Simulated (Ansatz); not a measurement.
# Co2Si (Pnma): magnetic orders compared

Which of a few magnetic orders of Co2Si (Pnma) is lowest at one geometry?

Computed with Ansatz 0.2.0 (DFT r²SCAN, scalar-relativistic, plane waves, PAW, unless a step's input says otherwise).

## Step 1: Starting point

Symmetry: Pnma, No. 62, orthorhombic system. The conventional cell has a = 4.853 Å, b = 3.704 Å, c = 6.966 Å, α = 90.00°, β = 90.00°, γ = 90.00°. Co (site symmetry m) has 5 Si at 2.33 to 2.56 Å and 8 Co at 2.46 to 2.65 Å as nearest neighbours. Co (site symmetry m) is surrounded by 5 Si at 2.27 to 2.58 Å and 8 Co at 2.48 to 2.65 Å. Si (site symmetry m) has 10 Co at 2.27 to 2.58 Å as nearest neighbours.

Structure file:

```cif
data_structure
_symmetry_space_group_name_H-M 'Pnma'
_symmetry_Int_Tables_number 62
_cell_length_a 4.8530
_cell_length_b 3.7037
_cell_length_c 6.9662
_cell_angle_alpha 90.000
_cell_angle_beta 90.000
_cell_angle_gamma 90.000
_cell_volume 125.21
loop_
_atom_site_label
_atom_site_type_symbol
_atom_site_symmetry_multiplicity
_atom_site_Wyckoff_symbol
_atom_site_fract_x
_atom_site_fract_y
_atom_site_fract_z
_atom_site_occupancy
Co1 Co 4 c 0.96473 0.75000 0.22109 1
Co2 Co 4 c 0.82753 0.75000 0.56343 1
Si1 Si 4 c 0.29896 0.75000 0.60380 1
```

An earlier run at r²SCAN left this cell at 10.434 Å³/atom and -0.02 GPa (8×10×6 mesh).

## Step 2: Antiferromagnetic, in the cell as typed

The input, input.yaml:

```yaml
crystal:
  lattice:
    - [4.8530364743, 0.0, 0.0]
    - [0.0, 3.7037128489, 0.0]
    - [0.0, 0.0, 6.9662303872]
  atoms:
    - { symbol: Co, position: [0.9647268917, 0.75, 0.2210949461], spin: 1.5 }
    - { symbol: Co, position: [0.0352731083, 0.25, 0.7789050539], spin: 1.5 }
    - { symbol: Co, position: [0.5352731083, 0.25, 0.7210949461], spin: 1.5 }
    - { symbol: Co, position: [0.4647268917, 0.75, 0.2789050539], spin: 1.5 }
    - { symbol: Co, position: [0.827532135, 0.75, 0.5634263441], spin: -1.5 }
    - { symbol: Co, position: [0.172467865, 0.25, 0.4365736559], spin: -1.5 }
    - { symbol: Co, position: [0.672467865, 0.25, 0.0634263441], spin: -1.5 }
    - { symbol: Co, position: [0.327532135, 0.75, 0.9365736559], spin: -1.5 }
    - { symbol: Si, position: [0.2989600634, 0.75, 0.6038020201] }
    - { symbol: Si, position: [0.7010399366, 0.25, 0.3961979799] }
    - { symbol: Si, position: [0.2010399366, 0.25, 0.1038020201] }
    - { symbol: Si, position: [0.7989600634, 0.75, 0.8961979799] }
basis:
  ecutwfc: 500
  ecutrho_ratio: 4
kpoints:
  mp_grid: { grid: [8, 10, 6] }
hamiltonian:
  xc: r2scan
scf:
  occupations: { method: gaussian, width: 0.05 }
  lower_state_search: "off"
output:
  forces: true
  stress: true
  eigenvalues: true
  populations: true
magnetization:
  spin_polarized: true
```

Launch:

```console
> ansatz run input.yaml --threads 8 --pin off --max-ram 22528MiB --backend cpu --events-out ev --progress --plain --runs-dir out
```

## Step 3: Antiferromagnetic, in the cell as typed

input.yaml, as its differences from that of step 2:

```diff
@@ -7,9 +7,9 @@
     - { symbol: Co, position: [0.9647268917, 0.75, 0.2210949461], spin: 1.5 }
-    - { symbol: Co, position: [0.0352731083, 0.25, 0.7789050539], spin: 1.5 }
+    - { symbol: Co, position: [0.0352731083, 0.25, 0.7789050539], spin: -1.5 }
     - { symbol: Co, position: [0.5352731083, 0.25, 0.7210949461], spin: 1.5 }
-    - { symbol: Co, position: [0.4647268917, 0.75, 0.2789050539], spin: 1.5 }
+    - { symbol: Co, position: [0.4647268917, 0.75, 0.2789050539], spin: -1.5 }
     - { symbol: Co, position: [0.827532135, 0.75, 0.5634263441], spin: -1.5 }
-    - { symbol: Co, position: [0.172467865, 0.25, 0.4365736559], spin: -1.5 }
+    - { symbol: Co, position: [0.172467865, 0.25, 0.4365736559], spin: 1.5 }
     - { symbol: Co, position: [0.672467865, 0.25, 0.0634263441], spin: -1.5 }
-    - { symbol: Co, position: [0.327532135, 0.75, 0.9365736559], spin: -1.5 }
+    - { symbol: Co, position: [0.327532135, 0.75, 0.9365736559], spin: 1.5 }
     - { symbol: Si, position: [0.2989600634, 0.75, 0.6038020201] }
```

## Step 4: Antiferromagnetic, in the cell as typed

input.yaml, as its differences from that of step 3:

```diff
@@ -7,8 +7,8 @@
     - { symbol: Co, position: [0.9647268917, 0.75, 0.2210949461], spin: 1.5 }
-    - { symbol: Co, position: [0.0352731083, 0.25, 0.7789050539], spin: -1.5 }
-    - { symbol: Co, position: [0.5352731083, 0.25, 0.7210949461], spin: 1.5 }
+    - { symbol: Co, position: [0.0352731083, 0.25, 0.7789050539], spin: 1.5 }
+    - { symbol: Co, position: [0.5352731083, 0.25, 0.7210949461], spin: -1.5 }
     - { symbol: Co, position: [0.4647268917, 0.75, 0.2789050539], spin: -1.5 }
     - { symbol: Co, position: [0.827532135, 0.75, 0.5634263441], spin: -1.5 }
-    - { symbol: Co, position: [0.172467865, 0.25, 0.4365736559], spin: 1.5 }
-    - { symbol: Co, position: [0.672467865, 0.25, 0.0634263441], spin: -1.5 }
+    - { symbol: Co, position: [0.172467865, 0.25, 0.4365736559], spin: -1.5 }
+    - { symbol: Co, position: [0.672467865, 0.25, 0.0634263441], spin: 1.5 }
     - { symbol: Co, position: [0.327532135, 0.75, 0.9365736559], spin: 1.5 }
```

## Step 5: Antiferromagnetic, in the cell as typed

input.yaml, as its differences from that of step 4:

```diff
@@ -7,9 +7,9 @@
     - { symbol: Co, position: [0.9647268917, 0.75, 0.2210949461], spin: 1.5 }
-    - { symbol: Co, position: [0.0352731083, 0.25, 0.7789050539], spin: 1.5 }
+    - { symbol: Co, position: [0.0352731083, 0.25, 0.7789050539], spin: -1.5 }
     - { symbol: Co, position: [0.5352731083, 0.25, 0.7210949461], spin: -1.5 }
-    - { symbol: Co, position: [0.4647268917, 0.75, 0.2789050539], spin: -1.5 }
+    - { symbol: Co, position: [0.4647268917, 0.75, 0.2789050539], spin: 1.5 }
     - { symbol: Co, position: [0.827532135, 0.75, 0.5634263441], spin: -1.5 }
-    - { symbol: Co, position: [0.172467865, 0.25, 0.4365736559], spin: -1.5 }
+    - { symbol: Co, position: [0.172467865, 0.25, 0.4365736559], spin: 1.5 }
     - { symbol: Co, position: [0.672467865, 0.25, 0.0634263441], spin: 1.5 }
-    - { symbol: Co, position: [0.327532135, 0.75, 0.9365736559], spin: 1.5 }
+    - { symbol: Co, position: [0.327532135, 0.75, 0.9365736559], spin: -1.5 }
     - { symbol: Si, position: [0.2989600634, 0.75, 0.6038020201] }
```

## Step 6: No spin polarisation

The input, input.yaml:

```yaml
crystal:
  lattice:
    - [4.8530364743, 0.0, 0.0]
    - [0.0, 3.7037128489, 0.0]
    - [0.0, 0.0, 6.9662303872]
  atoms:
    - { symbol: Co, position: [0.9647268917, 0.75, 0.2210949461] }
    - { symbol: Co, position: [0.0352731083, 0.25, 0.7789050539] }
    - { symbol: Co, position: [0.5352731083, 0.25, 0.7210949461] }
    - { symbol: Co, position: [0.4647268917, 0.75, 0.2789050539] }
    - { symbol: Co, position: [0.827532135, 0.75, 0.5634263441] }
    - { symbol: Co, position: [0.172467865, 0.25, 0.4365736559] }
    - { symbol: Co, position: [0.672467865, 0.25, 0.0634263441] }
    - { symbol: Co, position: [0.327532135, 0.75, 0.9365736559] }
    - { symbol: Si, position: [0.2989600634, 0.75, 0.6038020201] }
    - { symbol: Si, position: [0.7010399366, 0.25, 0.3961979799] }
    - { symbol: Si, position: [0.2010399366, 0.25, 0.1038020201] }
    - { symbol: Si, position: [0.7989600634, 0.75, 0.8961979799] }
basis:
  ecutwfc: 500
  ecutrho_ratio: 4
kpoints:
  mp_grid: { grid: [8, 10, 6] }
hamiltonian:
  xc: r2scan
scf:
  occupations: { method: gaussian, width: 0.05 }
output:
  forces: true
  stress: true
  eigenvalues: true
```

(Steps that only read results are left out.)

What does the calculation give? Wanted: orders tried; lowest; next above it.

As calculated:

```
            quantity                                value
        orders tried                                    4
              lowest                        ferromagnetic
largest moment there                              1.07 μB
       next above it  no spin polarisation, 46.4 meV/atom
```

What this shows: Of the orders that kept their pattern, the lowest is: ferromagnetic. The next lies 46.4 meV/atom higher. Where the order wasn't kept, moments died or turned during the run, so that row belongs to another state than the one started. Under stress at this geometry, and so lower once relaxed: no spin polarisation (-4.3 GPa). Only these orders were tried, at zero temperature; the one found in experiment may not be among them.
